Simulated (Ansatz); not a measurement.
A first try at an active-space calculation of CH3CuS, SMILES C[S][Cu], using Ansatz 0.2.0 through its Python package.

Script `cas.py`:
```python
"""Active-space calculation on CH3CuS."""

import ansatz as az

geometry_ang = [
    ("C", [-0.4136, 0.3875, -0.3675]),
    ("S", [0.3062, -1.0898, 0.2407]),
    ("Cu", [1.932, -1.6075, 1.6208]),
    ("H", [-1.207, 0.1818, -1.0841]),
    ("H", [0.2995, 1.0362, -0.9266]),
    ("H", [-0.875, 1.0278, 0.4705]),
]
molecule = az.Crystal.molecule()
for symbol, xyz in geometry_ang:
    molecule = molecule.atom(symbol, xyz)

model = (
    molecule.calculation()
    .basis(gaussian="def2-SVP")
    .basis(500)
    .correlation(active_electrons=2, active_orbitals=3)
)
for method in ["sc_nevpt2"]:
    r = (model if method is None else model.correlation(method)).run().report
    space = r["configurations"]
    state = space["states"][0]
    print(method or "casscf", f"total {r['free_energy_ev'] / 27.211386246:.6f} Ha, active-space state {state['energy']['hartree']:.6f} Ha, mean field {r['reference_energy_ev'] / 27.211386246:.6f} Ha")
    print("  determinants", state["n_determinants"], " natural occupations", [round(n, 3) for n in space["natural_occupations"]])
```

```console
$ python cas.py
Traceback (most recent call last):
  File "cas.py", line 24, in <module>
    r = (model if method is None else model.correlation(method)).run().report
        ~~~~~~~~~~~~~~~~~~~~~~~~~~~~~~~~~~~~~~~~~~~~~~~~~~~~~~~~~~~~^^
  ...
ansatz.RefusalError: invalid value for `basis.gaussian`: such a run doesn't read basis.ecutwfc; remove what it names
```
(Library frames cut from the traceback.)

What is wrong, and how is it mended?

The fault: a plane-wave cutoff beside a Gaussian basis. The correction:

```diff
--- before
+++ after
@@ -19,3 +19,2 @@
     .basis(gaussian="def2-SVP")
-    .basis(500)
     .correlation(active_electrons=2, active_orbitals=3)
```

After the fix:

```console
$ python cas.py
sc_nevpt2 total -2076.328468 Ha, active-space state -2075.699698 Ha, mean field -2075.682147 Ha
  determinants 9  natural occupations [1.978, 0.019, 0.003]
```

Notes:
- Total energies depend on the basis set; only differences at equal settings carry meaning.
- The geometry is a force-field or estimated start, not a minimum of this method, and the basis set is short of its limit. The active space starts as a window about the frontier orbitals and is then optimised, not chosen by chemistry.
- Run time: 11 s on 1 thread of Intel(R) Xeon(R) Platinum 8488C (Sapphire Rapids) (shared host), peak memory 0.25 GiB.

(Lines on the test bed's own set-up are left out of the output.)
